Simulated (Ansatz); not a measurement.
# Sb started on an O site and an O vacancy in perovskite KTaO3, 9 atoms, charge 0

Which settings matter for this cell? A base run comes first, then runs with one to three settings changed.

Method: density functional theory in Ansatz 0.2.0, PAW datasets, plane waves.

1 further run of the same task is left out (it didn't finish).

### Step 1. Starting point

9 atoms (2 K, 2 Ta, 4 O, 1 Sb); a = 7.971 Å, b = 3.985 Å, c = 3.985 Å, α = 90.00°, β = 90.00°, γ = 90.00°. All atoms were shaken off their sites by about 0.02 Å along each axis. Defect site 1: (0.500, 0.500, 0.500). Defect site 2: (0.250, 0.500, 0.000). Starting moments add up to 3 μB.

Structure file:

```
CELL_PARAMETERS angstrom
7.97088 0.00000 0.00000
0.00000 3.98544 0.00000
0.00000 0.00000 3.98544
ATOMIC_POSITIONS crystal
K 0.00067 0.00397 0.00260
K 0.50062 0.99647 0.00703
Ta 0.25172 0.49722 0.50069
Ta 0.74936 0.50518 0.49880
O 0.74982 0.50408 0.99643
O 0.00080 0.50529 0.49872
O 0.25210 0.00251 0.50013
O 0.75378 0.99515 0.49622
Sb 0.49906 0.49614 0.50042
```

### Step 2. PBEsol on the given atoms

in.yaml

```yaml
crystal:
  lattice:
    - [7.970878, 0.000000, 0.000000]
    - [0.000000, 3.985439, 0.000000]
    - [0.000000, 0.000000, 3.985439]
  atoms:
    - { symbol: K, position: [0.000674, 0.003973, 0.002598] }
    - { symbol: K, position: [0.500617, 0.996465, 0.007035] }
    - { symbol: Ta, position: [0.251720, 0.497219, 0.500686], spin: 1 }
    - { symbol: Ta, position: [0.749356, 0.505175, 0.498798], spin: 1 }
    - { symbol: O, position: [0.749822, 0.504082, 0.996430] }
    - { symbol: O, position: [0.000795, 0.505292, 0.498721] }
    - { symbol: O, position: [0.252099, 0.002514, 0.500126] }
    - { symbol: O, position: [0.753779, 0.995147, 0.496223] }
    - { symbol: Sb, position: [0.499062, 0.496140, 0.500424], spin: 1 }
  symmetry: { detect: false }
kpoints:
  mp_grid: { grid: [1, 1, 1], shift: [0.25, 0.25, 0.25] }
hamiltonian:
  xc: pbesol
magnetization:
  spin_polarized: true
scf:
  occupations: { method: fermi_dirac, width: 0.01 }
output:
  forces: true
  eigenvalues: true
  stress: true
  populations: true
```

Run with:

```sh
$ ansatz run in.yaml --threads 2 --pin off --max-ram 30400MiB --runs-dir r --events-out ev --progress --plain
```

### Step 3. Changed settings: cutoff 300 eV, xc grid 2

in.yaml, as its differences from that of step 2:

```diff
@@ -18,2 +18,3 @@
   mp_grid: { grid: [1, 1, 1], shift: [0.25, 0.25, 0.25] }
+basis: { ecutwfc: 300, xc_grid: 2 }
 hamiltonian:
@@ -24,2 +25,3 @@
   occupations: { method: fermi_dirac, width: 0.01 }
+  max_iter: 80
 output:
@@ -28,2 +30 @@
   stress: true
-  populations: true
```

### Step 4. Run again with k points one point at (½, ½, ½)

in.yaml, as its differences from that of step 3:

```diff
@@ -15,6 +15,4 @@
     - { symbol: Sb, position: [0.499062, 0.496140, 0.500424], spin: 1 }
-  symmetry: { detect: false }
 kpoints:
-  mp_grid: { grid: [1, 1, 1], shift: [0.25, 0.25, 0.25] }
-basis: { ecutwfc: 300, xc_grid: 2 }
+  mp_grid: { grid: [1, 1, 1], shift: [0.5, 0.5, 0.5] }
 hamiltonian:
@@ -25,3 +23,3 @@
   occupations: { method: fermi_dirac, width: 0.01 }
-  max_iter: 80
+  max_iter: 100
 output:
```

### Step 5. Changed settings: smearing width 0.5 eV, 60 extra bands

in.yaml, as its differences from that of step 4:

```diff
@@ -15,4 +15,5 @@
     - { symbol: Sb, position: [0.499062, 0.496140, 0.500424], spin: 1 }
+  symmetry: { detect: false }
 kpoints:
-  mp_grid: { grid: [1, 1, 1], shift: [0.5, 0.5, 0.5] }
+  mp_grid: { grid: [1, 1, 1], shift: [0.25, 0.25, 0.25] }
 hamiltonian:
@@ -22,4 +23,5 @@
 scf:
-  occupations: { method: fermi_dirac, width: 0.01 }
+  occupations: { method: fermi_dirac, width: 0.5 }
   max_iter: 100
+  n_extra_bands: 60
 output:
@@ -28 +30,5 @@
   stress: true
+  write_density: true
+  write_potential: true
+  elf: true
+  volumetric_format: npy
```

### Step 6. Run again with density cutoff ratio 2, starting moment 1 μB

in.yaml

```yaml
crystal:
  lattice:
    - [7.970878, 0.000000, 0.000000]
    - [0.000000, 3.985439, 0.000000]
    - [0.000000, 0.000000, 3.985439]
  atoms:
    - { symbol: K, position: [0.000674, 0.003973, 0.002598] }
    - { symbol: K, position: [0.500617, 0.996465, 0.007035] }
    - { symbol: Ta, position: [0.251720, 0.497219, 0.500686] }
    - { symbol: Ta, position: [0.749356, 0.505175, 0.498798] }
    - { symbol: O, position: [0.749822, 0.504082, 0.996430] }
    - { symbol: O, position: [0.000795, 0.505292, 0.498721] }
    - { symbol: O, position: [0.252099, 0.002514, 0.500126] }
    - { symbol: O, position: [0.753779, 0.995147, 0.496223] }
    - { symbol: Sb, position: [0.499062, 0.496140, 0.500424] }
  symmetry: { detect: false }
kpoints:
  mp_grid: { grid: [1, 1, 1], shift: [0.25, 0.25, 0.25] }
basis: { ecutrho_ratio: 2 }
hamiltonian:
  xc: pbesol
magnetization:
  spin_polarized: true
  initial_magnetization: 1
scf:
  occupations: { method: fermi_dirac, width: 0.01 }
  max_iter: 50
output:
  forces: true
  eigenvalues: true
  stress: true
```

What does the calculation give? Wanted: for each run, settings; status; energy from base; forces from base.

The runs gave:

| settings | status | cycles | time | energy from base (meV/atom) | forces from base (eV/Å rms) | filled to empty level on the mesh (eV) |
| --- | --- | --- | --- | --- | --- | --- |
| base | converged | 15 | 3.4 s (2 CPU threads) | 0 | 0 | 0.54 |
| cutoff 300 eV, xc grid 2 | converged, settings too loose | 15 | 2.3 s (2 CPU threads) | +222.6 | 0.037 | 0.54 |
| k points one point at (½, ½, ½) | converged | 7 | 12 s (2 CPU threads) | -716.6 | 0.674 | 0.29 |
| smearing width 0.5 eV, 60 extra bands | converged, settings too loose | 17 | 5.2 s (2 CPU threads) | +2.8 | 0.214 | - |
| density cutoff ratio 2, starting moment 1 μB | converged, settings too loose | 14 | 3 s (2 CPU threads) | -1.9 | 0.003 | 0.54 |

**What this shows.** Among these variants the forces move most with k points one point at (½, ½, ½) (0.674 eV/Å rms) and least with density cutoff ratio 2, starting moment 1 μB (0.003).
